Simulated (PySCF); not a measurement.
# C5H4F2: the cost of one run

The runs use PySCF 2.14.0, with density-fitted response routines of our own; the level of theory stands in each step. All values are computed, except where a source is named. Atoms count from 0, in the outputs and in this text.

## (1) Starting geometry

11 atoms, charge 0, multiplicity 1; geometry from: GFN2-xTB. The atoms were then displaced at random by about 0.01 Å, so the start is not that level's minimum.

Bonds of the start (Å): C0–C1 1.32, C1–C2 1.27, C2–C3 1.26, C3–C4 1.53, C4–F5 1.35, C4–F6 1.35, C0–H7 1.09, C0–H8 1.05, C3–H9 1.11, C4–H10 1.08.

## (2) Optimising the geometry at PBE0-D3(BJ)/def2-SVP

Job settings and geometry (Å):

```
{"job": {"xc": "PBE0", "basis": "def2-SVP", "d3": "d3bj", "grid": 1, "shake": 0.01, "kind": "geom"}, "charge": 0, "multiplicity": 1}
C      2.634870     0.981680    -0.440990
C      1.425490     0.626020    -0.042530
C      0.270180     0.274000     0.347150
C     -0.870440    -0.096400     0.742020
C     -1.821080    -0.907110    -0.138170
F     -2.287820    -1.987720     0.531920
F     -2.914500    -0.180350    -0.461160
H      3.279140     1.603070     0.175590
H      2.981140     0.744400    -1.402850
H     -1.302840     0.161900     1.726130
H     -1.356030    -1.245320    -1.052780
```

The run is started by

```sh
$ OMP_NUM_THREADS=1 python probes_run.py task.json out
```

The driver reads the jobs from task.json and runs them one after another.

Q: Estimate the wall time and peak memory of this first job on 1 thread of Arm Neoverse N1, shared host.

About 50 s, with a peak of 0.47 GiB.
